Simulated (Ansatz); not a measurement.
# Sc2Ta: the cost of one run

Method: DFT PBE, scalar-relativistic, plane waves, PAW, in Ansatz 0.2.0.

1 further run of the same task is left out (it didn't finish).

### Step 1. The starting structure

Symmetry: P6/mmm, No. 191, hexagonal system. Conventional cell: a = 3.729 Å, b = 3.729 Å, c = 3.855 Å, α = 90.00°, β = 90.00°, γ = 120.00°. Around Sc (site symmetry -6m2) lie 3 Sc at 2.15 Å. Around Ta (site symmetry 6/mmm) lie 12 Sc at 2.89 Å.

Structure file:

```cif
data_structure
_symmetry_space_group_name_H-M 'P6/mmm'
_symmetry_Int_Tables_number 191
_cell_length_a 3.7292
_cell_length_b 3.7292
_cell_length_c 3.8548
_cell_angle_alpha 90.000
_cell_angle_beta 90.000
_cell_angle_gamma 120.000
_cell_volume 46.43
loop_
_atom_site_label
_atom_site_type_symbol
_atom_site_symmetry_multiplicity
_atom_site_Wyckoff_symbol
_atom_site_fract_x
_atom_site_fract_y
_atom_site_fract_z
_atom_site_occupancy
Sc1 Sc 2 d 0.33333 0.66667 0.50000 1
Ta1 Ta 1 a 0.00000 0.00000 0.00000 1
```

A structure generator made this guess: species swapped into a database cell of CrB2 (P6/mmm, No. 191), with Ta on the Cr sites and Sc on the B sites. Its size is a rough estimate.

### Step 2. A first look at the guess

Input file input.yaml:

```yaml
crystal:
  lattice:
    - [3.72922967, 0.0, 0.0]
    - [-1.86461484, 3.22960763, 0.0]
    - [0.0, 0.0, 3.85479288]
  atoms:
    - { symbol: Sc, position: [0.33333333, 0.66666667, 0.5] }
    - { symbol: Sc, position: [0.66666667, 0.33333333, 0.5] }
    - { symbol: Ta, position: [0.0, 0.0, 0.0] }
basis:
  ecutwfc: 420
kpoints:
  mp_grid: { grid: [6, 6, 4] }
hamiltonian:
  xc: pbe
scf:
  occupations: { method: gaussian, width: 0.1 }
  lower_state_search: "off"
output:
  forces: true
  stress: true
  eigenvalues: true
```

Run with:

```sh
$ ansatz run input.yaml --threads 1 --pin off --max-ram 2560MiB --backend cpu --events-out ev --progress --plain --runs-dir out
```

What time and memory should one allow on 1 thread of Intel Xeon at 2.70GHz, shared host?

About 2 s, with a peak of 0.34 GiB.
